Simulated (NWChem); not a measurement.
# C3H9NSi (SMILES C=C[SiH2]CN): levels of theory compared

Aim: a comparison of 3 runs (HF/STO-3G, HF/3-21G, B3LYP/6-31G*) of C3H9NSi. 

Program for the calculation: NWChem 7.3.0.

## Step 1: The molecule

C3H9NSi has 14 atoms, charge 0, and is taken as a singlet. SMILES: `C=C[SiH2]CN`. Geometry: relaxed at PBE0-D4/def2-TZVP. This is one conformer, not always the lowest.

Bond lengths: C1–C2 1.331 Å, C2–Si3 1.862 Å, Si3–C4 1.891 Å, C4–N5 1.467 Å, C1–H6 1.087 Å, C1–H7 1.087 Å, C2–H8 1.090 Å, Si3–H9 1.493 Å, Si3–H10 1.492 Å, C4–H11 1.095 Å, C4–H12 1.095 Å, N5–H13 1.013 Å, N5–H14 1.013 Å. Some angles: C1–C2–Si3 123.2°, C2–Si3–C4 110.8°, Si3–C4–N5 114.7°, C1–C2–H8 117.6°, Si3–C2–H8 119.2°, C2–C1–H6 121.6°, C2–C1–H7 122.3°, C2–Si3–H9 109.4°, C2–Si3–H10 108.0°, C4–Si3–H9 107.4°.

## Step 2: Energy and gradient at HF/STO-3G (run 1)

The input, a.nw:

```
start a
title "C3H9NSi"
memory 2200 mb

geometry units angstrom noautosym nocenter noautoz
  C       -1.543200       0.868000       1.816100
  C       -0.886200       0.908300       0.659500
  Si       0.830600       0.221300       0.437000
  C        0.832100      -1.189000      -0.823400
  N        0.365800      -0.815400      -2.162800
  H       -1.098600       0.438100       2.709700
  H       -2.548900       1.264900       1.927600
  H       -1.391600       1.364100      -0.191900
  H        1.728400       1.291400      -0.090800
  H        1.328600      -0.219100       1.772600
  H        1.841800      -1.604600      -0.908700
  H        0.210800      -2.012100      -0.456400
  H       -0.595700      -0.499400      -2.130000
  H        0.913200      -0.045800      -2.529700
end

basis spherical bse
  * library STO-3G
end

scf
  nopen 0
  rhf
  thresh 1e-08
  maxiter 80
  noprint "final vectors analysis"
end

task scf gradient
```

Command:

```bash
$ nwchem a.nw > a.out
```

What it wrote:

```text
[...]
  functions       =    38
[...]
  wavefunction    = RHF
[...]
         Total SCF energy =   -456.751404115630
      One-electron energy =  -1065.844842411491
      Two-electron energy =    389.749691012709
 Nuclear repulsion energy =    219.343747283152
        Time for solution =      2.5s
[...]
                         RHF ENERGY GRADIENTS
    atom               coordinates                        gradient
                 x          y          z           x          y          z
   1 C      -2.916225   1.640282   3.431931   -0.015770  -0.001799   0.028637
   2 C      -1.674675   1.716438   1.246274    0.013460   0.001816  -0.025157
   3 Si      1.569606   0.418196   0.825810   -0.028443  -0.017170  -0.018265
   4 C       1.572441  -2.246884  -1.556000   -0.006357   0.004406  -0.025410
   5 N       0.691262  -1.540883  -4.087099   -0.002932   0.024970   0.018007
   6 H      -2.076053   0.827889   5.120591    0.003806  -0.001370   0.001614
   7 H      -4.816723   2.390314   3.642636   -0.003306   0.001405  -0.001489
   8 H      -2.629743   2.577775  -0.362638   -0.003093   0.002841  -0.004007
   9 H       3.266202   2.440392  -0.171587    0.021024   0.024414  -0.013145
  10 H       2.510690  -0.414039   3.349728    0.010844  -0.008704   0.032540
  11 H       3.480497  -3.032254  -1.717194    0.004549  -0.003765   0.001623
[...]
```

Wall time 3.6 s (1 thread of AMD EPYC 9R45 (Zen 5), shared host); peak memory 0.1 GiB.

## Step 3: Energy and gradient at HF/3-21G (run 2)

The input, input.nw:

```
start input
memory 2200 mb

geometry units angstroms noautosym nocenter noautoz
  C       -1.543200       0.868000       1.816100
  C       -0.886200       0.908300       0.659500
  Si       0.830600       0.221300       0.437000
  C        0.832100      -1.189000      -0.823400
  N        0.365800      -0.815400      -2.162800
  H       -1.098600       0.438100       2.709700
  H       -2.548900       1.264900       1.927600
  H       -1.391600       1.364100      -0.191900
  H        1.728400       1.291400      -0.090800
  H        1.328600      -0.219100       1.772600
  H        1.841800      -1.604600      -0.908700
  H        0.210800      -2.012100      -0.456400
  H       -0.595700      -0.499400      -2.130000
  H        0.913200      -0.045800      -2.529700
end

basis spherical bse
  * library 3-21G
end

scf
  thresh 1e-08
  maxiter 80
end

task scf gradient
```

Command:

```bash
$ nwchem input.nw > input.out
```

What it wrote:

```text
[...]
  functions       =    67
[...]
  wavefunction    = RHF
[...]
         Total SCF energy =   -459.690846951210
      One-electron energy =  -1066.655631686582
      Two-electron energy =    387.621037452220
 Nuclear repulsion energy =    219.343747283152
        Time for solution =      2.6s
[...]
                         RHF ENERGY GRADIENTS
    atom               coordinates                        gradient
                 x          y          z           x          y          z
   1 C      -2.916225   1.640282   3.431931   -0.000722  -0.000823   0.002204
   2 C      -1.674675   1.716438   1.246274    0.022318  -0.008287  -0.007162
   3 Si      1.569606   0.418196   0.825810   -0.011950  -0.005588  -0.005348
   4 C       1.572441  -2.246884  -1.556000   -0.011087   0.026274  -0.012065
   5 N       0.691262  -1.540883  -4.087099    0.008900  -0.020634   0.010724
   6 H      -2.076053   0.827889   5.120591    0.004493  -0.003515   0.006376
   7 H      -4.816723   2.390314   3.642636   -0.008051   0.003365   0.000357
   8 H      -2.629743   2.577775  -0.362638   -0.003864   0.003213  -0.005823
   9 H       3.266202   2.440392  -0.171587   -0.000442  -0.000477  -0.000035
  10 H       2.510690  -0.414039   3.349728   -0.000199   0.000353   0.000215
  11 H       3.480497  -3.032254  -1.717194    0.006024  -0.002012   0.000877
[...]
```

Run time: 3.6 s. Hardware: 1 thread of AMD EPYC 9R45 (Zen 5), shared host; peak memory 0.098 GiB.

## Step 4: Energy and gradient at B3LYP/6-31G(d) (Cartesian functions) (run 3)

The input, struct.nw:

```
start struct
title "C3H9NSi gradient"
memory stack 880 mb heap 220 mb global 1100 mb

geometry units atomic noautosym nocenter noautoz
   C     -2.91622536     1.64028228     3.43193161
   C     -1.67467529     1.71643824     1.24627438
   Si     1.56960652     0.41819639     0.82581032
   C      1.57244111    -2.24688436    -1.55600049
   N      0.69126182    -1.54088268    -4.08709966
   H     -2.07605312     0.82788902     5.12059088
   H     -4.81672292     2.39031458     3.64263608
   H     -2.62974288     2.57777541    -0.36263844
   H      3.26620263     2.44039232    -0.17158713
   H      2.51069013    -0.41403899     3.34972853
   H      3.48049758    -3.03225454    -1.71719413
   H      0.39835427    -3.80231794    -0.86247100
   H     -1.12570985    -0.94372923    -4.02511665
   H      1.72569790    -0.08654946    -4.78044018
end

basis
   * library 6-31G*
end

dft
   xc b3lyp
   grid fine
   convergence energy 1e-08
   iterations 100
   mulliken
   noprint "final vectors analysis"
end

task dft gradient
```

Command:

```bash
$ nwchem struct.nw > struct.out
```

What it wrote:

```text
[...]
          Wavefunction type:  closed shell.
          No. of atoms     :    14
          No. of electrons :    48
[...]
          Charge           :     0
          Spin multiplicity:     1
[...]
          AO basis - number of functions:    97
[...]
              XC Information
              --------------
                         B3LYP Method XC Potential
                     Hartree-Fock (Exact) Exchange  0.200
                        Slater Exchange Functional  0.800 local
                    Becke 1988 Exchange Functional  0.720 non-local
              Lee-Yang-Parr Correlation Functional  0.810
                  VWN I RPA Correlation Functional  0.190 local
[...]
 d= 0,ls=0.0,diis     1   -463.8877321196 -6.83D+02  8.79D-03  5.90D-01     2.0
[...]
 d= 0,ls=0.0,diis    10   -463.9431875966 -9.32D-10  2.58D-07  7.05D-10    16.3
         Total DFT energy =     -463.943187596569
      One electron energy =    -1070.731603363330
           Coulomb energy =      434.938886274487
    Exchange-Corr. energy =      -47.494202001201
 Nuclear repulsion energy =      219.343731493475
[...]
  wavefunction    = closed shell
                         DFT ENERGY GRADIENTS
    atom               coordinates                        gradient
                 x          y          z           x          y          z
   1 C      -2.916225   1.640282   3.431932    0.004244  -0.000188  -0.006747
   2 C      -1.674675   1.716438   1.246274   -0.002700  -0.001293   0.006048
   3 Si      1.569607   0.418196   0.825810   -0.002901  -0.002304  -0.002283
   4 C       1.572441  -2.246884  -1.556000   -0.002209   0.002329  -0.003817
   5 N       0.691262  -1.540883  -4.087100    0.000210   0.005233   0.006716
   6 H      -2.076053   0.827889   5.120591    0.000258   0.000392  -0.001783
   7 H      -4.816723   2.390315   3.642636    0.001832  -0.000386  -0.001083
   8 H      -2.629743   2.577775  -0.362638    0.000985  -0.000792   0.001450
   9 H       3.266203   2.440392  -0.171587   -0.000586  -0.000297  -0.000116
  10 H       2.510690  -0.414039   3.349729   -0.000456  -0.000184  -0.000819
  11 H       3.480498  -3.032255  -1.717194   -0.001722   0.001143   0.001004
[...]
```

Wall time 21 s (1 thread of AMD EPYC 9R45 (Zen 5), shared host); peak memory 0.13 GiB.

## Step 5: Overview of the runs

```
run                               level  Cartesian functions  iteration cap  energy (Eh)  dipole moment (D)  largest force (eV/Å)  wall time
  1                           HF/STO-3G                   no             80  -456.751404               1.28                 1.950      3.6 s
  2                            HF/3-21G                   no             80  -459.690847               1.57                 1.592      3.6 s
  3  B3LYP/6-31G* (Cartesian functions)                  yes            100  -463.943188               1.14                 0.438       21 s
```

## Step 6: Results

| quantity | value |
| --- | --- |
| run 3: total energy | -463.94319 Eh |
| run 3: dipole moment | 1.14 D |
| run 3: largest force on an atom | 0.438 eV/Å |

The dipole moment (its size) runs from 1.14 D (B3LYP/6-31G*) to 1.57 D (HF/3-21G). The two ends differ in method and basis. In run 1 the basis is minimal, so the values are rough. All runs together took 28 s, the longest 21 s.
